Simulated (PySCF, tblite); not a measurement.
# C4H8B2F2O2: geometry, infrared bands and NMR shifts

What infrared bands and NMR shifts should C4H8B2F2O2 (`C[C@]1(B(F)F)BCOCO1`) show?

The runs use tblite 0.8.0 and PySCF 2.14.0, with density-fitted response routines of our own; the level of theory stands in each step. All values are computed, except where a source is named. Atoms count from 0, in the outputs and in this text.

## (1) The molecule as given

18 atoms, charge 0, multiplicity 1; geometry from: force field or distance geometry start.

Bonds of the start (Å): C0–C1 1.53, C1–B2 1.59, B2–F3 1.47, B2–F4 1.45, C1–B5 1.60, B5–C6 1.59, C6–O7 1.42, O7–C8 1.42, C8–O9 1.43, O9–C1 1.44, C0–H10 1.12, C0–H11 1.12, C0–H12 1.09, B5–H13 1.18, C6–H14 1.11, C6–H15 1.10, C8–H16 1.11, C8–H17 1.11.

## (2) Geometry optimisation with GFN2-xTB

Job settings and geometry (Å):

```
{"job": {"kind": "relax", "xc": "GFN2-xTB", "basis": "xTB"}, "charge": 0, "multiplicity": 1}
C     -1.363800    -0.868700    -0.676000
C     -0.663900     0.145600     0.235900
B     -1.748700     1.086400     0.924300
F     -2.644000     1.891700     0.089400
F     -1.897300     1.136400     2.366700
B      0.312900     1.094500    -0.606300
C      1.841700     0.640400    -0.601900
O      2.188000     0.031500     0.635300
C      1.296900    -1.043400     0.910200
O      0.015500    -0.542600     1.302800
H     -2.020500    -1.546700    -0.078000
H     -2.011400    -0.349100    -1.424600
H     -0.647000    -1.487800    -1.221800
H     -0.099200     1.704400    -1.527600
H      2.472600     1.544900    -0.735100
H      2.031600    -0.053600    -1.434800
H      1.222500    -1.758400     0.066700
H      1.705300    -1.619200     1.763100
```

The run is started by

```
$ OMP_NUM_THREADS=1 python probes_run.py task.json out
```

This one command runs all jobs of the session in turn.

**Question.** This job is followed by: GFN2-xTB harmonic vibrations, gas phase; GIAO PBE0/pcSseg-1 NMR shielding, non-relativistic, gas phase. Predict these results of the whole session: strongest single infrared mode (GFN2-xTB); zero-point energy (GFN2-xTB); ¹³C shifts against TMS (PBE0/pcSseg-1); ¹H shifts against TMS (PBE0/pcSseg-1, means over atoms taken as alike); ¹¹B shifts against BF3·OEt2 (PBE0/pcSseg-1); ¹⁹F shifts against CFCl3 (PBE0/pcSseg-1, means over atoms taken as alike); ¹⁷O shifts against H2O (PBE0/pcSseg-1); surface potential, 1st and 99th percentile.

**Answer**, as computed:

| quantity | value |
| --- | --- |
| strongest single infrared mode (GFN2-xTB) | 1301 cm⁻¹, 400 km/mol |
| zero-point energy (GFN2-xTB) | 79.9 kcal/mol |
| ¹³C shifts against TMS (PBE0/pcSseg-1) | 97.4, 88.2, 74.4, 20.2 ppm |
| ¹H shifts against TMS (PBE0/pcSseg-1, means over atoms taken as alike) | 8.00, 5.32, 4.65, 4.60, 4.39, 1.65 ppm |
| ¹¹B shifts against BF3·OEt2 (PBE0/pcSseg-1) | 89.1, 26.4 ppm |
| ¹⁹F shifts against CFCl3 (PBE0/pcSseg-1, means over atoms taken as alike) | -65.5 ppm |
| ¹⁷O shifts against H2O (PBE0/pcSseg-1) | 111.7, 70.3 ppm |
| surface potential, 1st and 99th percentile | -1.42 V and 1.95 V |

**Reading.** Over 84 steps the energy fell by 1.097 eV; of the close pairs, B2–F3 changed most, 1.465 to 1.318 Å. All 48 modes are real, so the xTB geometry is a minimum. The strongest single mode, at 1301 cm⁻¹, moves mainly B2. GFN2-xTB is a fitted tight-binding method: band positions and strengths are rough. Its intensities can rank the bands wrongly. At PBE0/pcSseg-1: Shielding is most anisotropic at F3, F4 (span 317 ppm, paramagnetic term -231 ppm). At PBE0/pcSseg-1, counted by nearest atom on the grid, the HOMO lies on O7 45 %; O9 19 %, the LUMO on B5 42 %; B2 14 %.
